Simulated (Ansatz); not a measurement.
# SeOF2: vertical ionisation energy

One table from this session's results is given with a row withheld; the runs are named, their logs left out.

Program: Ansatz 0.2.0, Gaussian basis. Level of theory: unrestricted cation, the program's frozen cores in correlated methods. These are calculated values, not measurements.

The runs, in order: UKS PBE-D4/def2-TZVPP; UKS r2SCAN-D4/def2-TZVPP; UKS PBE0-D4/def2-TZVPP; UKS B3LYP-D4/def2-TZVPP; UKS wB97X-V/def2-TZVPP; UKS wB97M-V/def2-TZVPP; UKS B2PLYP/def2-TZVPP; UHF-CCSD(T)/def2-TZVPP; UHF-CCSD(T)/def2-QZVPP; extrapolation to the limit; then −ε(HOMO) from the neutral's earlier runs with LDA (SPW92), PBE-D4, revPBE-D4, BLYP-D4, r2SCAN-D4, B97M-V, PBE0-D4, B3LYP-D4, r2SCANh-D4, r2SCAN0-D4, HSE06-D4, BHLYP-D4, CAM-B3LYP-D4, LC-ωPBE, ωB97X-V, ωB97M-V.

## The relaxed structure

The geometry comes from an earlier relaxation with PBE0-D4 in a triple-zeta def2 set; it is a stationary point.

SMILES `O=[Se](F)F`, 4 atoms, charge 0, spin multiplicity 1.

Atoms are counted from 1 here; the program's logs count them from 0.

Bond lengths: O1–Se2 1.575 Å, Se2–F3 1.733 Å, Se2–F4 1.733 Å. Angles: O1–Se2–F3 104.5°, O1–Se2–F4 104.5°, F3–Se2–F4 92.1°.

Set-up of the first run:

in.yaml reads:

```yaml
crystal:
  periodic: [false, false, false]
  atoms:
    - {symbol: O, position_ang: [-0.403296, 0.470891, 1.373402]}
    - {symbol: Se, position_ang: [-0.554570, 0.118377, -0.154240]}
    - {symbol: F, position_ang: [0.146518, -1.459080, -0.307862]}
    - {symbol: F, position_ang: [0.811348, 0.869812, -0.911291]}
basis:
  gaussian: {orbitals: def2-TZVPP}
total_charge: 1
magnetization: {spin_polarized: true, initial_magnetization: 1}
hamiltonian: {xc: pbe, dispersion: d4}
```

Started as:

```sh
$ ansatz run in.yaml --threads 2 --pin off --events-out ev --progress --plain --max-ram 22528MiB --backend cpu
```

Steps of the session up to this table: Cation, UKS PBE-D4/def2-TZVPP; Cation, UKS r2SCAN-D4/def2-TZVPP; Cation, UKS PBE0-D4/def2-TZVPP; Cation, UKS B3LYP-D4/def2-TZVPP; Cation, UKS wB97X-V/def2-TZVPP; Cation, UKS wB97M-V/def2-TZVPP; Cation, UKS B2PLYP (frozen core)/def2-TZVPP; Cation, UHF-CCSD(T)/def2-TZVPP; Cation, UHF-CCSD(T)/def2-QZVPP.

One of the session's tables, all rows but one given; the rest of the session is left out.

It belongs to the step «Ionisation energies side by side». For comparison, −ε(HOMO) of the neutral from earlier runs:

| functional | −ε(HOMO) (eV) |
| --- | --- |
| LDA (SPW92) | 8.37 |
| PBE-D4 | 8.10 |
| revPBE-D4 | 8.01 |
| BLYP-D4 | 8.00 |
| r2SCAN-D4 | 8.46 |
| B97M-V | 8.51 |
| PBE0-D4 | 9.65 |
| B3LYP-D4 | 9.42 |
| r2SCANh-D4 | 9.03 |
| r2SCAN0-D4 | 9.91 |
| HSE06-D4 | 9.24 |
| BHLYP-D4 | 11.14 |
| CAM-B3LYP-D4 | 11.10 |
| LC-ωPBE | 12.38 |
| ωB97X-V | ? |
| ωB97M-V | 11.96 |

Estimate the missing values for ωB97X-V.

As computed: −ε(HOMO) (eV): 12.04. In the column «−ε(HOMO) (eV)» it lies between ωB97M-V (11.96) and LC-ωPBE (12.38).
